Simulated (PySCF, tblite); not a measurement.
**C₆H₁₄OSSi: geometry, infrared bands and NMR shifts**

Wanted: the infrared bands and NMR shifts of C₆H₁₄OSSi (`C=CC(C)(C)O[SiH2]SC`), by calculation.

The runs use tblite 0.8.0 and PySCF 2.14.0, with density-fitted response routines of our own; the level of theory stands in each step. All values are computed, except where a source is named. Atoms count from 0, in the outputs and in this text.

### 1 Starting geometry

23 atoms, charge 0, multiplicity 1; geometry from: force field or distance geometry start.

Bonds of the start (Å): C0–C1 1.30, C1–C2 1.51, C2–C3 1.50, C2–C4 1.52, C2–O5 1.36, O5–Si6 1.69, Si6–S7 2.14, S7–C8 1.79, C0–H9 1.10, C0–H10 1.10, C1–H11 1.11, C3–H12 1.15, C3–H13 1.12, C3–H14 1.11, C4–H15 1.12, C4–H16 1.11, C4–H17 1.11, Si6–H18 1.50, Si6–H19 1.46, C8–H20 1.12, C8–H21 1.12, C8–H22 1.11.

### 2 Relaxing the molecule with GFN2-xTB

Job settings and geometry (Å):

```
{"job": {"kind": "relax", "xc": "GFN2-xTB", "basis": "xTB"}, "charge": 0, "multiplicity": 1}
C     -3.088100    -1.317800     0.727400
C     -1.820400    -1.307900     0.460700
C     -1.013300    -0.061600     0.203300
C     -1.693200     1.157100     0.750300
C     -0.938700    -0.018500    -1.315700
O      0.236300    -0.325800     0.662500
Si     1.389900     0.897400     0.505600
S      2.865700     0.509300    -0.996500
C      4.320500    -0.354600    -0.414000
H     -3.733500    -0.427700     0.781300
H     -3.579400    -2.283500     0.908600
H     -1.235400    -2.245800     0.437000
H     -2.414200     0.899800     1.603200
H     -2.353300     1.621700    -0.019100
H     -1.026100     1.918200     1.201600
H      0.008400    -0.537100    -1.614000
H     -1.747200    -0.647400    -1.738600
H     -1.011500     1.008400    -1.718400
H      2.110500     0.975300     1.814400
H      0.773800     2.200100     0.273900
H      5.244000     0.265300    -0.537800
H      4.432500    -1.256700    -1.072500
H      4.267900    -0.641100     0.652900
```

The run is started by

```console
$ OMP_NUM_THREADS=1 python probes_run.py task.json out
```

One launch serves the whole session: the jobs run in the order shown.

**Question.** This job is followed by: GFN2-xTB harmonic vibrations, gas phase; GIAO PBE0/pcSseg-1 NMR shielding, non-relativistic, gas phase. What will the session give for the following? strongest single infrared mode (GFN2-xTB); zero-point energy (GFN2-xTB); ¹³C shifts against TMS (PBE0/pcSseg-1, means over atoms taken as alike); ¹H shifts against TMS (PBE0/pcSseg-1, means over atoms taken as alike); ¹⁷O shifts against H2O (PBE0/pcSseg-1); ²⁹Si shifts against TMS (PBE0/pcSseg-1); ³³S shifts against CS2 (PBE0/pcSseg-1); surface potential, 1st and 99th percentile.

The runs gave:

| quantity | value |
| --- | --- |
| strongest single infrared mode (GFN2-xTB) | 757 cm⁻¹, 414 km/mol |
| zero-point energy (GFN2-xTB) | 115.4 kcal/mol |
| ¹³C shifts against TMS (PBE0/pcSseg-1, means over atoms taken as alike) | 157.3, 115.9, 76.5, 30.7, 9.6 ppm |
| ¹H shifts against TMS (PBE0/pcSseg-1, means over atoms taken as alike) | 6.51, 5.44, 5.24, 5.23, 1.86, 1.47 ppm |
| ¹⁷O shifts against H2O (PBE0/pcSseg-1) | 81.4 ppm |
| ²⁹Si shifts against TMS (PBE0/pcSseg-1) | -24.8 ppm |
| ³³S shifts against CS2 (PBE0/pcSseg-1) | -190 ppm |
| surface potential, 1st and 99th percentile | -1.13 V and 0.93 V |

In words: Over 144 steps the energy fell by 1.203 eV; of the close pairs, O5–Si6 changed most, 1.689 to 1.597 Å. The lowest mode is imaginary (23i cm⁻¹), so the xTB geometry is not a minimum. The strongest single mode, at 757 cm⁻¹, moves mainly H19 and H18. GFN2-xTB is a fitted tight-binding method: band positions and strengths are rough. Its intensities can rank the bands wrongly. C1 (alkene CH) lies farthest downfield among carbon, at 157.3 ppm; the olefinic region. The most deshielded hydrogen is H11 (hydrogen on an alkene CH), at 6.51 ppm: olefinic region. At PBE0/pcSseg-1: The largest span, 284 ppm, is at S7, where the paramagnetic term is -370 ppm.
